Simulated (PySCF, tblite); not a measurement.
# C₅H₁₂OSi: geometry, infrared bands and NMR shifts

Aim: predict the infrared bands and NMR shifts of C₅H₁₂OSi (`CC[SiH2]C(=O)CC`).

Computed with tblite 0.8.0 and PySCF 2.14.0, with density-fitted response routines of our own, on a single molecule in the gas phase. Atoms are numbered from 0 throughout.

### Step 1. Starting geometry

19 atoms, charge 0, multiplicity 1; geometry from: force field or distance geometry start.

Bonds of the start (Å): C0–C1 1.53, C1–Si2 1.88, Si2–C3 1.88, C3–O4 1.24, C3–C5 1.51, C5–C6 1.52, C0–H7 1.10, C0–H8 1.09, C0–H9 1.11, C1–H10 1.09, C1–H11 1.10, Si2–H12 1.49, Si2–H13 1.49, C5–H14 1.10, C5–H15 1.09, C6–H16 1.10, C6–H17 1.09, C6–H18 1.09.

### Step 2. Relaxing the molecule with GFN2-xTB

What the job is given:

```
{"job": {"kind": "relax", "xc": "GFN2-xTB", "basis": "xTB"}, "charge": 0, "multiplicity": 1}
C     -2.497900    -1.145600     0.532100
C     -2.432200     0.184500    -0.227800
Si    -0.832700     0.471200    -1.170200
C      0.682800     0.529100    -0.061600
O      0.502400     0.841000     1.122000
C      2.010400     0.160200    -0.671700
C      3.149700     0.248500     0.335100
H     -1.707800    -1.220900     1.288900
H     -2.411100    -1.998700    -0.147600
H     -3.472700    -1.226600     1.053800
H     -3.270100     0.232400    -0.921800
H     -2.566200     0.997000     0.497900
H     -0.969100     1.746000    -1.931900
H     -0.687000    -0.605900    -2.191500
H      2.216200     0.855200    -1.496700
H      1.956100    -0.859000    -1.049900
H      2.981900    -0.434700     1.181200
H      3.238300     1.252900     0.744800
H      4.099100    -0.017200    -0.127500
```

Launch:

```console
$ OMP_NUM_THREADS=1 python probes_run.py task.json out
```

One launch serves the whole session: the jobs run in the order shown.

**Question.** This job is followed by: GFN2-xTB harmonic vibrations, gas phase; GIAO PBE0/pcSseg-1 NMR shielding, non-relativistic, gas phase. Predict these results of the whole session: strongest single infrared mode (GFN2-xTB); zero-point energy (GFN2-xTB); 13C shifts against TMS (PBE0/pcSseg-1); 1H shifts against TMS (PBE0/pcSseg-1, means over atoms taken as alike); 29Si shifts against TMS (PBE0/pcSseg-1); 17O shifts against H2O (PBE0/pcSseg-1); surface potential, 1st and 99th percentile.

The runs gave:

| quantity | value |
| --- | --- |
| strongest single infrared mode (GFN2-xTB) | 2219 cm⁻¹, 375 km/mol |
| zero-point energy (GFN2-xTB) | 97.1 kcal/mol |
| 13C shifts against TMS (PBE0/pcSseg-1) | 247.5, 51.0, 10.7, 8.2, 3.8 ppm |
| 1H shifts against TMS (PBE0/pcSseg-1, means over atoms taken as alike) | 4.29, 2.74, 1.07, 1.06, 0.95 ppm |
| 29Si shifts against TMS (PBE0/pcSseg-1) | -60.1 ppm |
| 17O shifts against H2O (PBE0/pcSseg-1) | 821.8 ppm |
| surface potential, 1st and 99th percentile | -1.56 V and 0.98 V |

What this shows: Relaxing lowered the energy by 0.137 eV in 58 steps; the close pair that moved most is Si2–C3, from 1.879 to 1.932 Å. The lowest mode is slightly imaginary (6i cm⁻¹), a soft motion within the noise of the Hessian, so the minimum is not strictly shown. The strongest single mode, at 2219 cm⁻¹, moves mainly H13. GFN2-xTB is a fitted tight-binding method: band positions and strengths are rough. Its intensities can rank the bands wrongly. At PBE0/pcSseg-1: Shielding is most anisotropic at O4 (span 1758 ppm, paramagnetic term -889 ppm). By nearest atom (PBE0/pcSseg-1), the HOMO sits on O4 50 %; C3 15 % and the LUMO on C3 43 %; O4 30 %.
